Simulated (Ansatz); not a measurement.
**GeOF (quartet): from Hartree-Fock to the top rungs, cc-pVDZ**

Aim: climb from Hartree-Fock through coupled cluster for GeOF (quartet) at one geometry and basis, and see what each rung misses.

Program: Ansatz 0.2.0, Gaussian basis. Level of theory: cc-pVDZ, core rule «outside noble gas», up to 16 orbitals frozen. These are calculated values, not measurements.

Plan: UHF; CCSD(T) on ROHF; CCSD(T) on UHF; BCCD(T) on ROHF; CISD; CCSDT(Q) on ROHF; CCSDT(Q) on UHF.

25 further runs of the same task are left out: 2 for a known fault of the program, 12 that didn't finish, 11 set aside as unsound or not needed.

**1. The geometry**

The geometry is a PBE0/def2-TZVP stationary point (not a proven minimum) of the parent state, kept for this charge and spin. No spin-orbit coupling is included. The filled d shell of Ge may be among the frozen orbitals whatever the setting's name suggests; the logs give the count.

3 atoms, charge 0, spin multiplicity 4.

Atoms are counted from 1 here; the program's logs count them from 0.

Bond lengths: F1–Ge3 1.740 Å, O2–Ge3 1.672 Å. Angles: F1–Ge3–O2 117.1°.

**2. UHF**

Input file in.yaml:

```yaml
crystal:
  periodic: [false, false, false]
  atoms:
    - {symbol: F, position_ang: [0.000000, 0.534894, 1.467658]}
    - {symbol: O, position_ang: [0.000000, 0.667041, -1.440265]}
    - {symbol: Ge, position_ang: [0.000000, -0.286817, -0.066627]}
basis:
  gaussian: {orbitals: cc-pVDZ}
magnetization: {spin_polarized: true, initial_magnetization: 3}
hamiltonian: {xc: hf}
output: {orbitals: {seedname: orbitals}}
```

Launch:

```console
> ansatz run in.yaml --threads 1 --pin off --events-out ev --progress --plain --max-ram 2393MiB
```

After this run come: CCSD(T) on ROHF; CCSD(T) on UHF; BCCD(T) on ROHF; CISD; CCSDT(Q) on ROHF; CCSDT(Q) on UHF.

**Question.** What will the summary of the whole plan be? Wanted: UCCSDT(Q) below the RHF energy; RMP2 from UCCSDT(Q); UMP2 from UCCSDT(Q); RCCSD from UCCSDT(Q); RCCSD(T) from UCCSDT(Q); UCCSD(T) from UCCSDT(Q); RCCSDT(Q) from UCCSDT(Q); T1 diagnostic.

The runs gave:

| quantity | value |
| --- | --- |
| UCCSDT(Q) below the RHF energy | -11.2399 eV |
| RMP2 from UCCSDT(Q) | +74.6 kJ/mol |
| UMP2 from UCCSDT(Q) | +73.6 kJ/mol |
| RCCSD from UCCSDT(Q) | +27.8 kJ/mol |
| RCCSD(T) from UCCSDT(Q) | +6.6 kJ/mol |
| UCCSD(T) from UCCSDT(Q) | +5.5 kJ/mol |
| RCCSDT(Q) from UCCSDT(Q) | +1.5 kJ/mol |
| levels within 1 kcal/mol (43 meV) | RCCSDT, UCCSDT, RCCSDT(Q) |
| T1 diagnostic | 0.025 |

RCCSD(T) lands +6.6 kJ/mol from the yardstick (0.6 % of the correlation energy). These misses are within one basis, not against nature; the frozen cores of restricted and unrestricted runs differ, which can shift their rows.
